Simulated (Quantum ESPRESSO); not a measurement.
## GaB: zone-centre phonons under several settings

```xyz
2
Lattice="2.7182 0.0000 0.0000 0.0000 2.7182 0.0000 0.0000 0.0000 3.2362" Properties=species:S:1:pos:R:3 pbc="T T T"
Ga    1.3591    1.3591    1.6181
B     0.0000    0.0000    0.0000
```

The cell was built by a generator and needn't be a form met in nature.

All runs used Quantum ESPRESSO 7.5; no spin polarisation; cutoff 1088 eV; occupations cold, width 0.2 eV.

| level | potentials | k mesh (s: shifted) | geometry | volume (Å³/atom) | pressure (GPa) | lowest optical mode without the field (cm⁻¹) | highest optical mode without the field (cm⁻¹) |
| --- | --- | --- | --- | --- | --- | --- | --- |
| PBEsol | PseudoDojo 0.4.1 SR PBEsol standard | 10 × 10 × 8s | given cell, atoms relaxed | 11.96 | ? | ? | ? |
| PBE | PseudoDojo 0.4.1 SR PBE standard | 8 × 8 × 7 | volume scaled by 1.25, atoms relaxed | 14.94 | -13.0 | 143i | 34 |

Problem. What stands in the row left open?

Solution. Pressure -3.6 GPa; lowest optical mode without the field 140i cm⁻¹; highest optical mode without the field 254 cm⁻¹.

Values marked i are imaginary: the cell is unstable against those modes at that level, or the meshes are too thin.

Caveats: the mesh is thin for the phonons of a metal; some modes are imaginary; the cell is more than 3 GPa from zero pressure, which shifts response properties.

For the row left open. Caveat: the mesh is thin for the phonons of a metal; some modes are imaginary; the cell is more than 3 GPa from zero pressure, which shifts response properties.
